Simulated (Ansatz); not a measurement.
# CH₃B₂Br: up Jacob's ladder to CCSD(T)

The task here is to estimate one member of a computed series from the others.

Method: functionals in def2-TZVPP, the program's frozen cores in correlated methods; program: Ansatz 0.2.0, Gaussian basis.

Plan: LDA (SPW92), PBE-D4, revPBE-D4, BLYP-D4, r2SCAN-D4, B97M-V, PBE0-D4, B3LYP-D4, r2SCANh-D4, r2SCAN0-D4, HSE06-D4, BHLYP-D4, CAM-B3LYP-D4, LC-ωPBE, ωB97X-V, ωB97M-V, B2PLYP, PBE-QIDH; CCSD(T)/def2-SVP; CCSD(T)/def2-TZVPP; MP2/def2-QZVPP; extrapolation to the limit; RPA on PBE.

1 further run of the same task is left out (it didn't finish).

### The geometry

An earlier PBE0-D4 in a triple-zeta def2 set relaxation fixed the geometry.

SMILES `BrC1BB1`, 7 atoms, charge 0, spin multiplicity 1.

Atoms are counted from 1 here; the program's logs count them from 0.

Bond lengths: Br1–C2 1.896 Å, C2–B3 1.445 Å, C2–B4 1.604 Å, C2–H5 1.154 Å, B3–B4 1.560 Å, B3–H6 1.178 Å, B4–H7 1.187 Å. Angles: Br1–C2–B3 141.4°, Br1–C2–B4 157.3°, Br1–C2–H5 98.5°, B3–C2–B4 61.3°, B3–C2–H5 120.1°, B4–C2–H5 58.8°, C2–B3–B4 64.4°, C2–B3–H6 140.1°, B4–B3–H6 155.5°, C2–B4–B3 54.3°, C2–B4–H7 136.6°, B3–B4–H7 169.1°.

The first run:

Input file in.yaml:

```yaml
crystal:
  periodic: [false, false, false]
  atoms:
    - {symbol: Br, position_ang: [-2.218855, -1.008082, -0.537709]}
    - {symbol: C, position_ang: [-0.548366, -0.233603, -0.085796]}
    - {symbol: B, position_ang: [0.110801, 0.489673, 0.976779]}
    - {symbol: B, position_ang: [0.987182, 0.189556, -0.278502]}
    - {symbol: H, position_ang: [0.027711, -0.495603, -1.050379]}
    - {symbol: H, position_ang: [-0.112863, 0.921708, 2.050159]}
    - {symbol: H, position_ang: [1.815688, 0.068452, -1.120253]}
basis:
  gaussian: {orbitals: def2-TZVPP}
hamiltonian: {xc: lda}
output: {orbitals: {seedname: orbitals}}
```

Among the steps run: LDA; PBE-D4 (GGA); revPBE-D4 (GGA); BLYP-D4 (GGA); r2SCAN-D4 (meta-GGA); B97M-V (meta-GGA); PBE0-D4 (hybrid); B3LYP-D4 (hybrid); r2SCANh-D4 (hybrid); r2SCAN0-D4 (hybrid); HSE06-D4 (hybrid); BHLYP-D4 (hybrid); CAM-B3LYP-D4 (range-separated); LC-ωPBE (range-separated); ωB97X-V (range-separated); ωB97M-V (range-separated); B2PLYP (double hybrid); PBE-QIDH (double hybrid).

One table of the session follows, with a row left open; its other results are not shown here.

It belongs to the step «Frontier levels by functional». 

```
  functional  HOMO (eV)  gap (eV)
 LDA (SPW92)      -6.73      4.53
      PBE-D4      -6.60      4.63
   revPBE-D4      -6.55      4.67
     BLYP-D4      -6.46      4.63
   r2SCAN-D4      -6.86      5.12
      B97M-V      -6.93      5.26
     PBE0-D4      -7.81      6.78
    B3LYP-D4      -7.59      6.36
  r2SCANh-D4      -7.30      5.92
  r2SCAN0-D4      -7.97      7.10
    HSE06-D4          ?         ?
    BHLYP-D4      -8.77      8.78
CAM-B3LYP-D4      -9.12      9.20
     LC-ωPBE     -10.45     11.62
     ωB97X-V     -10.10     11.22
     ωB97M-V      -9.96     10.90
```

Q: Estimate the row for HSE06-D4 from the others.

As computed: HOMO (eV): -7.41; gap (eV): 6.00. In the column «HOMO (eV)» it lies between B3LYP-D4 (-7.59) and r2SCANh-D4 (-7.30).
